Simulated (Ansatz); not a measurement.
Working through a ranking of polymorphs by energy of 2 structures of Ni

With Ansatz 0.2.0, Python API.

Interactive session:
```pycon
>>> import warnings
>>> import ansatz as az
>>> import numpy as np
>>> import spglib
>>> PHASES = {
...     "P6_3/mmc": (
...         [(2.44802, 0.0, 0.0), (-1.22401, 2.12005, 0.0), (0.0, 0.0, 4.07281)],
...         [
...             ("Ni", (1 / 3, 2 / 3, 0.25)),
...             ("Ni", (2 / 3, 1 / 3, 0.75)),
...         ],
...     ),
...     "Fm-3m": (
...         [(0.0, 1.76194, 1.76194), (1.76194, 0.0, 1.76194), (1.76194, 1.76194, 0.0)],
...         [
...             ("Ni", (0.0, 0.0, 0.0)),
...         ],
...     ),
... }
>>> MOMENTS = {"Ni": 1.5}  # parallel starting moments in muB
>>> def build(vectors, sites):
...     crystal = az.Crystal(lattice=az.Lattice.of(vectors))
...     for symbol, position in sites:
...         crystal = crystal.atom(symbol, position)
...     return crystal
...
>>> def compute(name, crystal):
...     calc = (
...         crystal.calculation()
...         .functional("lda")
...         .basis(510)
...         .kpoints(spacing=0.15)
...         .occupations("fermi_dirac", width=0.1)
...         .spin("collinear")
...         .stress()
...         .band_table()
...     )
...     calc = calc.relax(force_tolerance=0.01, max_steps=60, cell=True)
...     return calc.run(threads=1)
...
>>> def volume_per_atom(outcome):
...     return abs(np.linalg.det(outcome.lattice.cell_ang)) / len(outcome.lattice.sites)
...
>>> def pressure_gpa(outcome):
...     return float(np.trace(outcome.report["stress_gpa"]) / 3)
...
>>> def space_group(outcome):
...     sites = outcome.report["lattice"]["sites"]
...     kinds = sorted({site["symbol"] for site in sites})
...     cell = (outcome.lattice.cell_ang, [site["position_frac"] for site in sites], [kinds.index(site["symbol"]) for site in sites])
...     return spglib.get_spacegroup(cell, symprec=0.01)
...
>>> warnings.simplefilter("ignore")
>>> phases = {name: build(*cell) for name, cell in PHASES.items()}
>>> for name in ["P6_3/mmc", "Fm-3m"]:
...     phases[name] = phases[name].moments({e: m for e, m in MOMENTS.items() if e in phases[name].species()})
...
>>> done = {}
>>> for name, crystal in phases.items():
...     try:
...         done[name] = compute(name, crystal)
...     except az.NonConvergedError as error:
...         print(name, "did not converge:", str(error)[:120])
...
>>> energy = {name: o.report["energy_sigma0_ev"] / len(o.lattice.sites) for name, o in done.items()}
>>> lowest = min(energy.values())
>>> rows = [(name, len(o.lattice.sites), 1000 * (energy[name] - lowest), volume_per_atom(o), pressure_gpa(o), space_group(o), abs(o.report["magnetization_mub"]) / len(o.lattice.sites)) for name, o in done.items()]
>>> rows.sort(key=lambda row: row[2])
>>> print("| phase | atoms | dE (meV/atom) | V (A^3/atom) | P (GPa) | space group | M (muB/atom) |")
| phase | atoms | dE (meV/atom) | V (A^3/atom) | P (GPa) | space group | M (muB/atom) |
>>> print("| --- | --- | --- | --- | --- | --- | --- |")
| --- | --- | --- | --- | --- | --- | --- |
>>> for row in rows:
...     print(f"| {row[0]} | {row[1]:d} | {row[2]:.1f} | {row[3]:.3f} | {row[4]:.2f} | {row[5]} | {row[6]:.2f} |")
...
| Fm-3m | 1 | 0.0 | 10.043 | -0.01 | Fm-3m (225) | 0.57 |
| P6_3/mmc | 2 | 25.3 | 10.075 | -0.00 | P6_3/mmc (194) | 0.59 |
```

By space group at the end of each run: Fm-3m (+0 meV an atom, 10.0 Å³) and P6_3/mmc (+25 meV an atom, 10.1 Å³).

What to keep in mind:
- Other magnetic orders than the one started from may lie lower.
- Pressure is positive in compression.
- The cells come from databases of deposited and of computed structures, and not all need be stable phases.
- The ranking holds among these structures alone, at zero temperature; the ground state may be another structure. Magnetic phases start from parallel moments and may not end in their lowest magnetic state. Differences under 10 to 15 meV an atom lie within the error of mesh and functional.
- The whole script took 2.6 min on 1 thread of Intel(R) Xeon(R) Platinum 8375C CPU @ 2.90GHz (Ice Lake), on a shared host, peak memory 0.67 GiB.
